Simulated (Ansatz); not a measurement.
**CaGa2Si2O6: a short molecular-dynamics run**

A trajectory of CaGa2Si2O6, a randomly packed cell with 11 atoms that was not relaxed first: 30 steps of 1 fs under a Langevin thermostat at 2000 K.

All numbers below are computed with Ansatz 0.2.0 (DFT PBE, plane waves, PAW, scalar-relativistic, no spin polarisation).

## 1. Starting point

The cell holds 11 atoms (CaGa2O6Si2): a = 5.989 Å, b = 5.254 Å, c = 4.339 Å, α = 96.20°, β = 93.96°, γ = 96.65°.

As a file:

```xyz
11
Lattice="5.8975 -0.8616 -0.5920 0.0680 5.2012 -0.7390 0.1515 0.1402 4.3344" Properties=species:S:1:pos:R:3 pbc="T T T"
O     0.8354    1.4238    0.3705
O     2.0218    2.8153    0.2962
Ga    3.9548    1.6357    0.8577
Ga    2.1542    4.8356   -0.6008
O     1.6219    4.5222    1.5196
O     0.4007    2.5391    3.3061
O     0.2796    3.2335    1.2792
O     3.0186    0.7298    2.6443
Si    5.9142   -0.0632    1.6214
Si    2.3233    2.7411    2.4482
Ca    4.9184    3.7537    3.1379
```

## 2. Dynamics

input.yaml reads:

```yaml
crystal:
  lattice:
    - [5.897464, -0.861596, -0.592014]
    - [0.068025, 5.201202, -0.738974]
    - [0.151458, 0.140189, 4.334366]
  atoms:
    - { symbol: O, position: [0.134339, 0.29185, 0.153591] }
    - { symbol: O, position: [0.330526, 0.590252, 0.214117] }
    - { symbol: Ga, position: [0.656632, 0.413604, 0.358086] }
    - { symbol: Ga, position: [0.351914, 0.985911, 0.077543] }
    - { symbol: O, position: [0.250864, 0.896512, 0.537715] }
    - { symbol: O, position: [0.040699, 0.472048, 0.848807] }
    - { symbol: O, position: [0.029928, 0.615743, 0.40419] }
    - { symbol: O, position: [0.491238, 0.202513, 0.711707] }
    - { symbol: Si, position: [0.987581, 0.13709, 0.532337] }
    - { symbol: Si, position: [0.369102, 0.568957, 0.712259] }
    - { symbol: Ca, position: [0.79942, 0.827866, 0.974282] }
kpoints:
  mp_grid: { grid: [3, 3, 4] }
magnetization:
  spin_polarized: false
scf:
  occupations: { method: cold, width: 0.15 }
hamiltonian:
  pseudopotentials: { kind: paw }
  xc: pbe
basis:
  ecutwfc: 420
md:
  timestep: 1.0
  n_steps: 30
  ensemble: nvt_langevin
  temperature: 2000.0
  initial_velocities: maxwell_boltzmann
  seed: 875021
```

Run with:

```bash
ansatz run input.yaml --threads 2 --pin off --max-ram 2560MiB --backend cpu --events-out ev --progress --plain --runs-dir out
```

Q: Predict the outcome of this session. Wanted: temperature, first and last step; temperature, second half; potential energy, second half; mean square displacement, second half.

**Answer**, as computed:

| quantity | value |
| --- | --- |
| length | 30 steps of 1 fs |
| temperature, first and last step | 1818 and 6557 K |
| temperature, second half | mean 6791 K, from 6339 to 7138 K |
| potential energy, second half | -907 meV/atom from the start |
| mean square displacement, second half | O 0.548, Si 0.106, Ga 0.040, Ca 0.011 Å² |

**Reading.** Against a set 2000 K the second half averages 6791 K, going from 6972 to 6557 K over that half; the potential energy of that half lies 907 meV/atom under the start, so the atoms have moved to lower-lying arrangements, and the energy set free heats the cell. Bonds change: the first event comes at 24.0 fs (Si9–Si10 forms). Over the second half O atoms stand 0.7 Å (root mean square) from where they began, and the farthest move is 1.3 Å. Averages from a run of 30 fs with 11 atoms are rough.
